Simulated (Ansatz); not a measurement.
# F₃H₄NSi₂: a ladder of functionals and wavefunction methods

The task here is to estimate one member of a computed series from the others.

Program: Ansatz 0.2.0, Gaussian basis. Level of theory: functionals in def2-TZVPP, the program's frozen cores in correlated methods. These are calculated values, not measurements.

The runs, in order: PBE-D4, r2SCAN-D4, PBE0-D4, B3LYP-D4, ωB97X-V, ωB97M-V, B2PLYP; CCSD(T)/def2-TZVPP; MP2/def2-QZVPP; extrapolation to the limit.

## The geometry

An earlier PBE0-D4 in a triple-zeta def2 set relaxation fixed the geometry.

SMILES `F[SiH2]N[SiH](F)F`, 10 atoms, charge 0, spin multiplicity 1.

Atoms are counted from 1 here; the program's logs count them from 0.

Bond lengths: F1–Si2 1.597 Å, Si2–N3 1.720 Å, Si2–H7 1.475 Å, Si2–H8 1.479 Å, N3–Si4 1.700 Å, N3–H9 1.012 Å, Si4–F5 1.585 Å, Si4–F6 1.583 Å, Si4–H10 1.470 Å. Angles: F1–Si2–N3 111.3°, F1–Si2–H7 107.5°, F1–Si2–H8 106.4°, N3–Si2–H7 109.2°, N3–Si2–H8 108.5°, H7–Si2–H8 113.9°, Si2–N3–Si4 129.8°, Si2–N3–H9 115.1°, Si4–N3–H9 115.2°, N3–Si4–F5 111.8°, N3–Si4–F6 107.3°, N3–Si4–H10 113.4°, F5–Si4–F6 106.7°, F5–Si4–H10 106.9°, F6–Si4–H10 110.6°.

The first run:

The input, in.yaml:

```yaml
crystal:
  periodic: [false, false, false]
  atoms:
    - {symbol: F, position_ang: [-1.074880, 2.149147, 1.000058]}
    - {symbol: Si, position_ang: [-0.454132, 0.712555, 1.320304]}
    - {symbol: N, position_ang: [-0.545869, -0.325464, -0.047524]}
    - {symbol: Si, position_ang: [0.593331, -0.606202, -1.277228]}
    - {symbol: F, position_ang: [1.337272, -1.993170, -1.086516]}
    - {symbol: F, position_ang: [1.697453, 0.522967, -1.162709]}
    - {symbol: H, position_ang: [0.961151, 0.911494, 1.684162]}
    - {symbol: H, position_ang: [-1.275669, 0.134452, 2.405517]}
    - {symbol: H, position_ang: [-1.419465, -0.825855, -0.148248]}
    - {symbol: H, position_ang: [0.006007, -0.619424, -2.624617]}
basis:
  gaussian: {orbitals: def2-TZVPP}
hamiltonian: {xc: pbe, dispersion: d4}
output: {forces: true, orbitals: {seedname: orbitals}}
```

Steps of the session up to this table: PBE-D4 (GGA); r2SCAN-D4 (meta-GGA); PBE0-D4 (hybrid); B3LYP-D4 (hybrid); ωB97X-V (range-separated); ωB97M-V (range-separated); B2PLYP (double hybrid); CCSD(T) in def2-TZVPP; MP2 in def2-QZVPP.

One of the session's tables, all rows but one given; the rest of the session is left out.

| method | atomisation energy (kJ/mol) |
| --- | --- |
| PBE-D4 | 3903.3 |
| r2SCAN-D4 | 3881.8 |
| PBE0-D4 | ? |
| B3LYP-D4 | 3873.3 |
| ωB97X-V | 3911.6 |
| ωB97M-V | 3903.7 |
| B2PLYP | 3853.2 |
| HF/def2-TZVPP | 2875.6 |
| MP2/def2-TZVPP | 3900.6 |
| CCSD/def2-TZVPP | 3738.3 |
| CCSD(T)/def2-TZVPP | 3790.2 |
| MP2/CBS | 4028.6 |
| CCSD(T)/CBS | 3918.2 |

**Question.** Estimate the row for PBE0-D4.

**Answer.** atomisation energy (kJ/mol): 3828.9. In the column «atomisation energy (kJ/mol)» it lies between CCSD(T)/def2-TZVPP (3790.2) and B2PLYP (3853.2).

Caveats from the session: Free atoms (3 F, 2 Si, 1 N, 4 H) were run apart at each level; the atomisation energy is their sum less the molecule, without zero-point or spin-orbit terms.
